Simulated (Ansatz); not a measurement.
**C2H2Te: small, medium and large basis sets**

Aim: see how fast density functionals converge with the basis set for C2H2Te.

The runs use Ansatz 0.2.0, Gaussian basis; one geometry, several basis sets.

Plan: PBE0-D4/def2-SVP; ωB97M-V/def2-SVP; PBE0-D4/def2-QZVPP; ωB97M-V/def2-QZVPP; the functionals' def2-TZVPP values are taken from earlier runs.

1 further run of the same task is left out (for a known fault of the program).

**1. The geometry**

The geometry comes from an earlier relaxation with PBE0-D4 in a triple-zeta def2 set; it is a stationary point. Te takes the def2 core potential; no spin-orbit term is included.

5 atoms, charge 0, spin multiplicity 1.

Atoms are counted from 1 here; the program's logs count them from 0.

Bond lengths: C1–C2 1.271 Å, C1–Te3 2.175 Å, C1–H4 1.077 Å, C2–Te3 2.175 Å, C2–H5 1.077 Å. Angles: C2–C1–Te3 73.0°, C2–C1–H4 148.9°, Te3–C1–H4 138.1°, C1–C2–Te3 73.0°, C1–C2–H5 148.9°, Te3–C2–H5 138.1°, C1–Te3–C2 34.0°.

**2. PBE0-D4 in def2-SVP**

in.yaml reads:

```yaml
crystal:
  periodic: [false, false, false]
  atoms:
    - {symbol: C, position_ang: [-0.523154, -0.346055, -0.225601]}
    - {symbol: C, position_ang: [0.334843, 0.564687, -0.002734]}
    - {symbol: Te, position_ang: [1.024885, -1.223568, 1.024625]}
    - {symbol: H, position_ang: [-1.444581, -0.650273, -0.691914]}
    - {symbol: H, position_ang: [0.658007, 1.581609, -0.145775]}
basis:
  gaussian: {orbitals: def2-SVP}
hamiltonian: {xc: pbe0, dispersion: d4}
output: {orbitals: {seedname: orbitals}}
```

Launch:

```sh
$ ansatz run in.yaml --threads 2 --pin off --events-out ev --progress --plain --max-ram 4352MiB
```

Further steps of the session: ωB97M-V in def2-SVP; PBE0-D4 in def2-QZVPP; ωB97M-V in def2-QZVPP.

**Question.** What will the summary of the whole plan be? Wanted: PBE0-D4: double and triple zeta above quadruple; ωB97M-V: double and triple zeta above quadruple.

The runs gave:

```
                                       quantity          value
PBE0-D4: double and triple zeta above quadruple  2.91, 0.17 eV
ωB97M-V: double and triple zeta above quadruple  3.03, 0.17 eV
```

In words: For PBE0-D4 the step from double to triple zeta gains 2.73 eV and the next only 0.17 eV. These are total energies; as a rule much of such shifts cancels in differences, which this series doesn't test.
